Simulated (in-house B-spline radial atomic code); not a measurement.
# Pb⁶⁷⁺: excited configurations

How much energy does it take to promote electrons of Pb⁶⁷⁺ to other shells? Each configuration is solved by itself and compared with the reference.

The numbers are computed with in-house B-spline radial atomic code version 1 (Dirac-Hartree-Fock, average of configuration, Fermi nucleus, basis-set limit), except any that are marked as measured or tabulated.

**1. The system**

```
element       : lead (Z = 82)
charge        : +67
electrons     : 15
configuration : [Ne] 3s2 3p3
Hamiltonian   : Dirac-Coulomb
nucleus       : Fermi, rms radius 5.501 fm
```

The outer shells:

[Ne] 3s2 3p3
```
[Ne] core
3s [↑↓]
3p [↑ ][↑ ][↑ ]
```

The boxes draw the filling by Hund's rule, which heavy ions in jj coupling don't follow; these runs average over all states of the configuration.

Input settings:

```ini
Z = 82
electrons = 15.0
configuration = [Ne] 3s2 3p3
hamiltonian = dirac
method = hf
spin_polarised = False
nucleus = fermi
rms_radius = 5.5012
mass_number = 208
atomic_mass = 207.976652005
speed_of_light = 137.035999084
```

The reference is known from an earlier run: -15505.845071 hartree in all. Up to eight levels, counted from the top:

| orbital | occupation | energy (eV) | <r> (bohr) |
| --- | --- | --- | --- |
| 1s1/2 | 2 | -94375.7 | 0.01605 |
| 2s1/2 | 2 | -21513.0 | 0.06608 |
| 2p1/2 | 2 | -20907.0 | 0.05428 |
| 2p3/2 | 4 | -18662.1 | 0.06284 |
| 3s1/2 | 2 | -8607.65 | 0.1616 |
| 3p1/2 | 1 | -8396.17 | 0.1514 |
| 3p3/2 | 2 | -7800.95 | 0.1641 |

**2. Run with [Ne] 3s2 3p2 7g1**

Input settings:

```ini
Z = 82
electrons = 15.0
configuration = [Ne] 3s2 3p2 7g1
hamiltonian = dirac
method = hf
spin_polarised = False
nucleus = fermi
rms_radius = 5.5012
mass_number = 208
atomic_mass = 207.976652005
speed_of_light = 137.035999084
```

**3. [Ne] 3s2 3p2 5s1**

The settings differ from step 2 so:

```diff
@@ -2,3 +2,3 @@
 electrons = 15.0
-configuration = [Ne] 3s2 3p2 7g1
+configuration = [Ne] 3s2 3p2 5s1
 hamiltonian = dirac
```

**4. [Ne] 3s1 3p3 5g1**

The settings differ from step 3 so:

```diff
@@ -2,3 +2,3 @@
 electrons = 15.0
-configuration = [Ne] 3s2 3p2 5s1
+configuration = [Ne] 3s1 3p3 5g1
 hamiltonian = dirac
```

**5. [Ne] 3s2 3p2 5p1**

The settings differ from step 4 so:

```diff
@@ -2,3 +2,3 @@
 electrons = 15.0
-configuration = [Ne] 3s1 3p3 5g1
+configuration = [Ne] 3s2 3p2 5p1
 hamiltonian = dirac
```

**6. Configuration [Ne] 3s1 3p3 4f1**

The settings differ from step 5 so:

```diff
@@ -2,3 +2,3 @@
 electrons = 15.0
-configuration = [Ne] 3s2 3p2 5p1
+configuration = [Ne] 3s1 3p3 4f1
 hamiltonian = dirac
```

How far above the reference does each configuration lie (order and size, in eV)?

As calculated:

| net move | configuration | energy above the reference (eV) | with Breit, QED, recoil (eV) | largest <r> (bohr) |
| --- | --- | --- | --- | --- |
| 3s → 4f | [Ne] 3s1 3p3 4f1 | 4607.53 | 4591.07 | 0.258 |
| 3p → 5s | [Ne] 3s2 3p2 5s1 | 5152.57 | 5144.32 | 0.487 |
| 3p → 5p | [Ne] 3s2 3p2 5p1 | 5276.48 | 5267.31 | 0.502 |
| 3s → 5g | [Ne] 3s1 3p3 5g1 | 6077.83 | 6061.20 | 0.401 |
| 3p → 7g | [Ne] 3s2 3p2 7g1 | 6707.39 | 6696.06 | 0.927 |

Quantum defects of the promoted electron, δ = n − ζ/√(−2ε) with ζ = 68 and ε its orbital energy in hartree:

| promotion | δ |
| --- | --- |
| 3s → 4f | 0.034 |
| 3p → 5s | 0.298 |
| 3p → 5p | 0.193 |
| 3s → 5g | 0.013 |
| 3p → 7g | 0.020 |

The lowest of them is 3s → 4f at 4607.53 eV and the highest 3p → 7g at 6707.39 eV. Of those tabulated, the defect is largest for 5s (0.30) and least for 5g (0.01); at this charge much of the defect is relativistic. Two partly filled shells share a symmetry and can mix in the average, which may lower the energy, for: 3p → 5p. These are averages over configurations, without correlation, not spectroscopic levels.
